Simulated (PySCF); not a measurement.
# C3H8BCl: the cost of one run

Programs: PySCF 2.14.0, with density-fitted response routines of our own. Each step states its level of theory. These are calculated values for one molecule in the gas phase, unless marked as measured. Atoms count from 0, in the outputs and in this text.

## 1. The molecule as given

13 atoms, charge 0, multiplicity 1; geometry from: GFN2-xTB. The atoms were then displaced at random by about 0.01 Å, so the start is not that level's minimum.

Bonds of the start (Å): B0–C1 1.57, C1–C2 1.53, C2–C3 1.49, C2–Cl4 1.80, B0–H5 1.15, B0–H6 1.19, C1–H7 1.09, C1–H8 1.10, C2–H9 1.11, C3–H10 1.13, C3–H11 1.07, C3–H12 1.10.

## 2. Optimising the geometry at PBE0-D3(BJ)/def2-SVP

Job settings and geometry (Å):

```
{"job": {"xc": "PBE0", "basis": "def2-SVP", "d3": "d3bj", "grid": 1, "shake": 0.01, "kind": "geom"}, "charge": 0, "multiplicity": 1}
B      1.825240     0.411830    -0.292540
C      0.740630    -0.693750    -0.033750
C     -0.575920    -0.257190     0.616130
C     -1.393350     0.576920    -0.303770
Cl    -1.496420    -1.723900     1.115580
H      2.736470     0.188510    -0.950800
H      1.702500     1.500050     0.172390
H      0.531230    -1.242590    -0.947870
H      1.240840    -1.412800     0.639710
H     -0.361300     0.282080     1.564080
H     -2.365130     0.850310     0.199270
H     -0.886150     1.479570    -0.577710
H     -1.692830     0.024070    -1.211060
```

Started as:

```sh
$ OMP_NUM_THREADS=1 python probes_run.py task.json out
```

One launch serves the whole session: the jobs run in the order shown.

Q: Estimate the wall time and peak memory of this first job on 1 thread of Arm Neoverse V1, shared host.

About 42 s, with a peak of 0.48 GiB.
